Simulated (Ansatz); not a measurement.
# C3H5Li: the cost of one run

All numbers below are computed with Ansatz 0.2.0 (RKS PBE/def2-SVP).

1 further run of the same task is left out (it didn't finish).

**1. Starting point**

Bond lengths: Li1–C2 1.887 Å, C2–C3 1.327 Å, C3–C4 1.503 Å, C2–H5 1.094 Å, C3–H6 1.096 Å, C4–H7 1.101 Å, C4–H8 1.091 Å, C4–H9 1.091 Å. Angles: Li1–C2–C3 107.4°, Li1–C2–H5 140.1°, C3–C2–H5 112.5°, C2–C3–C4 124.7°, C2–C3–H6 123.1°, C4–C3–H6 112.2°, C3–C4–H7 110.3°, C3–C4–H8 110.9°, C3–C4–H9 110.8°, H7–C4–H8 108.6°, H7–C4–H9 108.6°, H8–C4–H9 107.5°.

Coordinates:

```xyz
9

Li   -0.9835    0.3821   -1.9208
C     0.5428    0.9353   -0.9589
C     0.5434    0.2801    0.1955
C    -0.5041   -0.7124    0.6163
H     1.3998    1.6081   -1.0599
H     1.3220    0.4088    0.9565
H    -1.2684   -0.8174   -0.1691
H    -0.0595   -1.6911    0.8026
H    -0.9924   -0.3935    1.5379
```

**2. End point A**

Contents of input.yaml:

```yaml
crystal:
  periodic: [false, false, false]
  atoms:
    - { symbol: Li, position_ang: [-0.98348, 0.38208, -1.92083] }
    - { symbol: C, position_ang: [0.54276, 0.93525, -0.95889] }
    - { symbol: C, position_ang: [0.54336, 0.28006, 0.19547] }
    - { symbol: C, position_ang: [-0.50406, -0.71243, 0.61627] }
    - { symbol: H, position_ang: [1.3998, 1.6081, -1.05986] }
    - { symbol: H, position_ang: [1.32199, 0.40883, 0.95645] }
    - { symbol: H, position_ang: [-1.26844, -0.81737, -0.16907] }
    - { symbol: H, position_ang: [-0.05953, -1.69107, 0.80258] }
    - { symbol: H, position_ang: [-0.99239, -0.39346, 1.53788] }
basis:
  gaussian: { orbitals: def2-SVP }
hamiltonian:
  xc: pbe
relax:
  f_tol: 0.02
  max_steps: 50
```

Launch:

```
> ansatz run input.yaml --threads 1 --pin off --max-ram 2048MiB --backend cpu --events-out ev --progress --plain --runs-dir out
```

Q: Estimate wall time and peak memory on 1 thread of Arm Neoverse V1, shared host.

About 24 s, with a peak of 0.11 GiB.
